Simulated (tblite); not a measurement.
# C5H12F2SSi: the cost of one run

Computed with tblite 0.8.0 and PySCF 2.14.0, with density-fitted response routines of our own, on a single molecule in the gas phase. Atoms count from 0, in the outputs and in this text.

### Step 1. The starting structure

21 atoms, charge 0, multiplicity 1; geometry from: force field or distance geometry start.

Bonds of the start (Å): C0–C1 1.51, C1–C2 1.53, C1–Si3 1.88, Si3–S4 2.17, Si3–C5 1.86, C5–C6 1.52, C5–F7 1.39, C5–F8 1.38, C0–H9 1.13, C0–H10 1.11, C0–H11 1.11, C1–H12 1.09, C2–H13 1.12, C2–H14 1.09, C2–H15 1.12, Si3–H16 1.46, S4–H17 1.42, C6–H18 1.11, C6–H19 1.11, C6–H20 1.11.

### Step 2. Relaxing the molecule with GFN2-xTB

What the job is given:

```
{"job": {"kind": "relax", "xc": "GFN2-xTB", "basis": "xTB"}, "charge": 0, "multiplicity": 1}
C     -2.329400     0.493200    -0.877300
C     -1.215500    -0.306900    -0.252600
C     -1.676500    -0.912300     1.072500
Si     0.225400     0.834100     0.118800
S      0.953500     0.537100     2.142900
C      1.680400     0.533200    -0.993000
C      2.868400     0.009500    -0.198600
F      2.106400     1.708600    -1.607800
F      1.331800    -0.329700    -2.012600
H     -3.227600     0.373000    -0.199700
H     -2.041900     1.561400    -0.947400
H     -2.642300     0.063900    -1.846700
H     -0.896200    -1.153500    -0.862400
H     -2.742300    -1.246300     1.009800
H     -1.040000    -1.765300     1.314100
H     -1.622100    -0.130500     1.872700
H     -0.273800     2.195000    -0.027300
H      1.035800    -0.858600     2.386200
H      3.654600     0.793600    -0.242700
H      2.596800    -0.175600     0.858100
H      3.245700    -0.897500    -0.707300
```

The run is started by

```bash
$ OMP_NUM_THREADS=1 python probes_run.py task.json out
```

One launch serves the whole session: the jobs run in the order shown.

**Question.** How long does this first job take on 1 thread of Arm Neoverse V1, shared host?

About 2.1 s.
